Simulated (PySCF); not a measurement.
**LiSe−: from the state search to spectroscopic constants**

An exercise on one series of results from a longer session: the logs are not shown, and one member is left open.

Program: PySCF 2.14.0. Level of theory: Li aug-pcseg-1, Se aug-pcseg-1, no relativity. These are calculated values, not measurements.

The first run:

The job is set up so:

```json
{
 "atoms": "Li, Se",
 "charge": "-1",
 "basis": "Li aug-pcseg-1, Se aug-pcseg-1",
 "Hamiltonian": "no relativity",
 "basis functions": "49",
 "electrons treated": "38",
 "masses in u": "7.0160, 79.9165",
 "levels": "PBE0, PBE, r²SCAN, r²SCAN0, B3LYP, M06-L, HF, MP2, SCS-MP2, CCSD, CCSD(T)",
 "grid": "80 radial by 434 angular points",
 "occupations": "held fixed by the projection of orbital angular momentum",
 "dissociation limit": "Li + Se−, each in its ground configuration",
 "starting distance in angstrom": "2.500",
 "values of 2S to try": "0, 2"
}
```

On the command line:

```sh
OMP_NUM_THREADS=1 python dia.py task.json out
```

Among the steps run: The job; First curve: PBE0; Higher solutions at PBE0; PBE (GGA); r²SCAN; r²SCAN0; B3LYP (global hybrid GGA); M06-L; RHF; MP2 and coupled cluster.

One of the session's tables, all rows but one given; the rest of the session is left out.

It belongs to the step «The curves together». Energy (eV) from each level's lowest point:

```
R (Å)    RHF  RHF-MP2  RHF-SCS-MP2  RHF-CCSD  RHF-CCSD(T)
1.886  0.568    0.614        0.602       n/a          n/a
1.974  0.262    0.301        0.293     0.282        0.306
2.061  0.087    0.115        0.110     0.103        0.119
2.127  0.021    0.037        0.034     0.030        0.041
2.193  0.000    0.002        0.001     0.000        0.004
2.259  0.014    0.000        0.000     0.003        0.000
2.346  0.076    0.038        0.039     0.048        0.035
2.456      ?        ?            ?         ?            ?
2.588  0.404    0.293        0.296     0.321        0.275
2.763  0.713    0.545        0.546       n/a          n/a
```

Q: Estimate the row for R (Å) = 2.456 from the others.

Worked estimate for «RHF». A straight line through the neighbours (2.346, 0.076) and (2.588, 0.404) gives 0.076 + (0.404 − 0.076) × (2.456 − 2.346) / (2.588 − 2.346) = 0.225; a parabola fitted to 4 rows on both sides gives 0.209.

**Answer.** RHF: 0.203; RHF-MP2: 0.133; RHF-SCS-MP2: 0.136; RHF-CCSD: 0.152; RHF-CCSD(T): 0.124. In «RHF» the line misses by +0.022 and the parabola by +0.006.
